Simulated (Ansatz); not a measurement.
# C3H9AlO: the cost of one run

Program: Ansatz 0.2.0. Level of theory: RKS PBE0-D4/6-31G*. These are calculated values, not measurements.

1 further run of the same task is left out (it didn't finish).

## (1) The system as given

Bond lengths: C1–C2 1.502 Å, C2–Al3 1.984 Å, C2–C4 1.538 Å, C4–O5 1.447 Å, C1–H6 1.065 Å, C1–H7 1.113 Å, C1–H8 1.160 Å, C2–H9 1.140 Å, Al3–H10 1.620 Å, Al3–H11 1.618 Å, C4–H12 1.124 Å, C4–H13 1.012 Å, O5–H14 0.953 Å. Angles (14 of 22 angles, heavy atoms first): C1–C2–Al3 107.5°, C1–C2–C4 115.0°, Al3–C2–C4 108.3°, C2–C4–O5 108.1°, C1–C2–H9 109.8°, Al3–C2–H9 106.0°, C4–C2–H9 110.0°, C2–C1–H6 114.5°, C2–C1–H7 110.8°, C2–C1–H8 106.3°, C2–Al3–H10 120.8°, C2–Al3–H11 121.1°, C2–C4–H12 107.4°, C2–C4–H13 114.7°.

Coordinates:

```xyz
14

C    -1.2054   -0.0702    0.8886
C     0.0931    0.3704    0.2747
Al    1.5479   -0.6345    1.1746
C     0.2093    0.1333   -1.2403
O    -0.8096    0.9226   -1.8988
H    -1.4577   -1.0885    0.7043
H    -1.2334    0.1759    1.9737
H    -2.0322    0.5877    0.4108
H     0.2784    1.4702    0.5119
H     3.1000   -0.3726    0.7894
H     1.2253   -1.7034    2.3454
H    -0.0561   -0.9421   -1.4331
H     1.0994    0.3970   -1.6423
H    -0.7719    0.7251   -2.8300
```

## (2) Relaxing end A

The input, input.yaml:

```yaml
crystal:
  periodic: [false, false, false]
  atoms:
    - { symbol: C, position_ang: [-1.2054, -0.0702, 0.8886] }
    - { symbol: C, position_ang: [0.0931, 0.3704, 0.2747] }
    - { symbol: Al, position_ang: [1.5479, -0.6345, 1.1746] }
    - { symbol: C, position_ang: [0.2093, 0.1333, -1.2403] }
    - { symbol: O, position_ang: [-0.8096, 0.9226, -1.8988] }
    - { symbol: H, position_ang: [-1.4577, -1.0885, 0.7043] }
    - { symbol: H, position_ang: [-1.2334, 0.1759, 1.9737] }
    - { symbol: H, position_ang: [-2.0322, 0.5877, 0.4108] }
    - { symbol: H, position_ang: [0.2784, 1.4702, 0.5119] }
    - { symbol: H, position_ang: [3.1, -0.3726, 0.7894] }
    - { symbol: H, position_ang: [1.2253, -1.7034, 2.3454] }
    - { symbol: H, position_ang: [-0.0561, -0.9421, -1.4331] }
    - { symbol: H, position_ang: [1.0994, 0.397, -1.6423] }
    - { symbol: H, position_ang: [-0.7719, 0.7251, -2.83] }
basis:
  gaussian: { orbitals: "6-31G*" }
hamiltonian:
  xc: pbe0
  dispersion: d4
relax:
  f_tol: 0.02
  max_steps: 50
```

Command:

```
ansatz run input.yaml --threads 2 --pin off --max-ram 3072MiB --backend cpu --events-out ev --progress --plain --runs-dir out
```

**Question.** How long does this run take on 2 threads of Arm Neoverse V2, shared host, and how much memory does it need?

About 52 s, with a peak of 0.21 GiB.
